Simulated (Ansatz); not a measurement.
**GeBi3: one candidate structure**

Where does GeBi3 go from the start given, TiAl3 (D0_22) type (I4/mmm, No. 139)?

Computed with Ansatz 0.2.0 (DFT PBE, scalar-relativistic, plane waves, PAW, unless a step's input says otherwise).

1 further run of the same task is left out (it didn't finish).

### Step 1. The starting structure

It takes space group I4/mmm (No. 139, tetragonal). Conventional cell: a = 4.701 Å, b = 4.701 Å, c = 10.500 Å, α = 90.00°, β = 90.00°, γ = 90.00°. Around Ge (site symmetry 4/mmm) lie 12 Bi at 3.32 to 3.52 Å. Around Bi (site symmetry 4/mmm) lie 4 Ge at 3.32 Å and 8 Bi at 3.52 Å. Around Bi (site symmetry -4m2) lie 8 Bi at 3.32 to 3.52 Å and 4 Ge at 3.52 Å.

Coordinates:

```cif
data_structure
_symmetry_space_group_name_H-M 'I4/mmm'
_symmetry_Int_Tables_number 139
_cell_length_a 4.7005
_cell_length_b 4.7005
_cell_length_c 10.4999
_cell_angle_alpha 90.000
_cell_angle_beta 90.000
_cell_angle_gamma 90.000
_cell_volume 232.00
loop_
_atom_site_label
_atom_site_type_symbol
_atom_site_symmetry_multiplicity
_atom_site_Wyckoff_symbol
_atom_site_fract_x
_atom_site_fract_y
_atom_site_fract_z
_atom_site_occupancy
Ge1 Ge 2 a 0.00000 0.00000 0.00000 1
Bi1 Bi 2 b 0.50000 0.50000 0.00000 1
Bi2 Bi 4 d 0.50000 0.00000 0.25000 1
```

(A quick probe on a coarse mesh, which set the mesh and smearing, is not shown.)

### Step 3. The relaxation

Contents of input.yaml:

```yaml
crystal:
  lattice:
    - [-2.3502670725, 2.3502670725, 5.2499472268]
    - [2.3502670725, -2.3502670725, 5.2499472268]
    - [2.3502670725, 2.3502670725, -5.2499472268]
  atoms:
    - { symbol: Ge, position: [0.0, 0.0, 0.0] }
    - { symbol: Bi, position: [0.5, 0.5, 0.0] }
    - { symbol: Bi, position: [0.25, 0.75, 0.5] }
    - { symbol: Bi, position: [0.75, 0.25, 0.5] }
basis:
  ecutwfc: 420
kpoints:
  mp_grid: { grid: [14, 14, 14] }
hamiltonian:
  xc: pbe
scf:
  occupations: { method: gaussian, width: 0.1 }
output:
  forces: true
  stress: true
  eigenvalues: true
  write_density: true
  write_potential: true
  elf: true
  volumetric_format: npy
relax:
  adjacent_minimum: "off"
  f_tol: 0.01
  max_steps: 80
  cell: { stress_tol: 0.05 }
```

The run is started by

```bash
> ansatz run input.yaml --threads 1 --pin off --max-ram 2560MiB --backend cpu --events-out ev --progress --plain --runs-dir out
```

**Question.** What will these runs give?

The runs gave:

Formation energies count from the elements, computed with the same settings in runs not shown here.

| quantity | value |
| --- | --- |
| cell (conventional) | a = 4.691 Å, b = 4.691 Å, c = 10.634 Å, α = 90.00°, β = 90.00°, γ = 90.00° |
| space group | I4/mmm (No. 139) |
| volume | 29.25 Å³/atom |
| gap on the mesh | none (metal) |
| formation energy from the elements | +0.265 eV/atom |

The space group stayed I4/mmm, and from the first guess the volume went from 29.00 to 29.25 Å³/atom. The formation energy of +0.27 eV/atom is positive, so the elements lie lower than this structure; another structure of the compound can lie lower. Spin-orbit coupling is left out for Bi.
